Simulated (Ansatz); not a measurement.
# CH₄F₂GeS: a ladder of functionals and wavefunction methods

How much do the methods differ for CH₄F₂GeS? The plan is to run it at one geometry with functionals of several rungs and with coupled cluster. The yardstick is the atomisation energy at the CCSD(T) limit.

Method: functionals in def2-TZVPP, the program's frozen cores in correlated methods; program: Ansatz 0.2.0, Gaussian basis.

Levels to be run: LDA (SPW92), PBE-D4, revPBE-D4, BLYP-D4, r2SCAN-D4, B97M-V, PBE0-D4, B3LYP-D4, r2SCANh-D4, r2SCAN0-D4, HSE06-D4, BHLYP-D4, CAM-B3LYP-D4, LC-ωPBE, ωB97X-V, ωB97M-V, B2PLYP, PBE-QIDH; CCSD(T)/def2-SVP; CCSD(T)/def2-TZVPP; MP2/def2-QZVPP; extrapolation to the limit; RPA on PBE.

### 1 Structure used throughout

An earlier PBE0-D4 in a triple-zeta def2 set relaxation fixed the geometry.

9 atoms, charge 0, spin multiplicity 1.

Atoms are counted from 1 here; the program's logs count them from 0.

Bond lengths: C1–S2 1.821 Å, C1–H6 1.090 Å, C1–H7 1.089 Å, C1–H8 1.089 Å, S2–Ge3 2.178 Å, Ge3–F4 1.729 Å, Ge3–F5 1.721 Å, Ge3–H9 1.530 Å. Angles: S2–C1–H6 111.7°, S2–C1–H7 105.8°, S2–C1–H8 111.0°, H6–C1–H7 108.6°, H6–C1–H8 110.5°, H7–C1–H8 109.1°, C1–S2–Ge3 97.8°, S2–Ge3–F4 109.4°, S2–Ge3–F5 107.1°, S2–Ge3–H9 118.6°, F4–Ge3–F5 105.8°, F4–Ge3–H9 106.2°, F5–Ge3–H9 109.1°.

### 2 LDA

This LDA is Slater exchange with PW92 correlation.

File in.yaml:

```yaml
crystal:
  periodic: [false, false, false]
  atoms:
    - {symbol: C, position_ang: [-1.464168, -0.339989, -0.414768]}
    - {symbol: S, position_ang: [0.098452, -1.267578, -0.530030]}
    - {symbol: Ge, position_ang: [1.385602, 0.203574, 0.430447]}
    - {symbol: F, position_ang: [1.314210, 1.691244, -0.448540]}
    - {symbol: F, position_ang: [3.004407, -0.358242, 0.268732]}
    - {symbol: H, position_ang: [-1.743593, -0.149398, 0.621289]}
    - {symbol: H, position_ang: [-2.221718, -0.979374, -0.866535]}
    - {symbol: H, position_ang: [-1.406959, 0.592874, -0.972858]}
    - {symbol: H, position_ang: [1.122265, 0.560589, 1.895164]}
basis:
  gaussian: {orbitals: def2-TZVPP}
hamiltonian: {xc: lda}
output: {orbitals: {seedname: orbitals}}
```

After this run come: PBE-D4 (GGA); revPBE-D4 (GGA); BLYP-D4 (GGA); r2SCAN-D4 (meta-GGA); B97M-V (meta-GGA); PBE0-D4 (hybrid); B3LYP-D4 (hybrid); r2SCANh-D4 (hybrid); r2SCAN0-D4 (hybrid); HSE06-D4 (hybrid); BHLYP-D4 (hybrid); CAM-B3LYP-D4 (range-separated); LC-ωPBE-D4 (range-separated); ωB97X-V (range-separated); ωB97M-V (range-separated); B2PLYP (double hybrid); PBE-QIDH (double hybrid); CCSD(T) in def2-SVP; CCSD(T) in def2-TZVPP; MP2 in def2-QZVPP; RPA on PBE orbitals.

Q: Predict the results of all the runs planned. Wanted: atomisation energy, CCSD(T)/CBS; farthest beyond LDA; mean size of error, GGA; mean size of error, meta-GGA; mean size of error, hybrid; mean size of error, range-separated; mean size of error, double hybrid; gap, smallest and largest; T1 diagnostic.

As calculated:

```
                               quantity                                                                                      value
        atomisation energy, CCSD(T)/CBS                                                                                  32.724 eV
    functionals within 0.327 eV (1.0 %)  r2SCAN-D4, B97M-V, PBE0-D4, r2SCANh-D4, HSE06-D4, CAM-B3LYP-D4, LC-ωPBE, ωB97X-V, ωB97M-V
                    farthest beyond LDA                                                                       BHLYP-D4 (-1.438 eV)
                mean size of error, GGA                                                                                   0.413 eV
           mean size of error, meta-GGA                                                                                   0.101 eV
             mean size of error, hybrid                                                                                   0.552 eV
    mean size of error, range-separated                                                                                   0.169 eV
      mean size of error, double hybrid                                                                                   0.461 eV
              gap, smallest and largest                                                  4.75 eV (LDA (SPW92)), 12.10 eV (LC-ωPBE)
                          T1 diagnostic                                                                                     0.0119
triples share of the correlation energy                                                                                      3.5 %
```

The LDA atomisation energy is off by 4.940 eV (15 %): it overbinds. PBE-D4 is off by +0.449 eV. Double hybrids carry the basis error of their MP2 part in triple zeta, and no dispersion term here, so their miss is partly the set-up's. The rungs meta-GGA, range-separated miss on average by less than the doubt on the reference (0.327 eV), so they tie. Misses under about 0.327 eV are within the doubt on the reference itself, which lacks core-valence correlation, relativity and higher excitations, and its outer-core shells are covered unevenly. Hartree-Fock recovers 72 % of the binding; the rest is correlation. CCSD(T) in def2-SVP is off by -2.297 eV, more than most functionals: a good method in a small basis is no reference. The gap grows from 4.8 to 12.1 eV across the functionals, mostly with the share of exact exchange. Correlated methods include outer-core shells of Ge, which these sets cover unevenly.
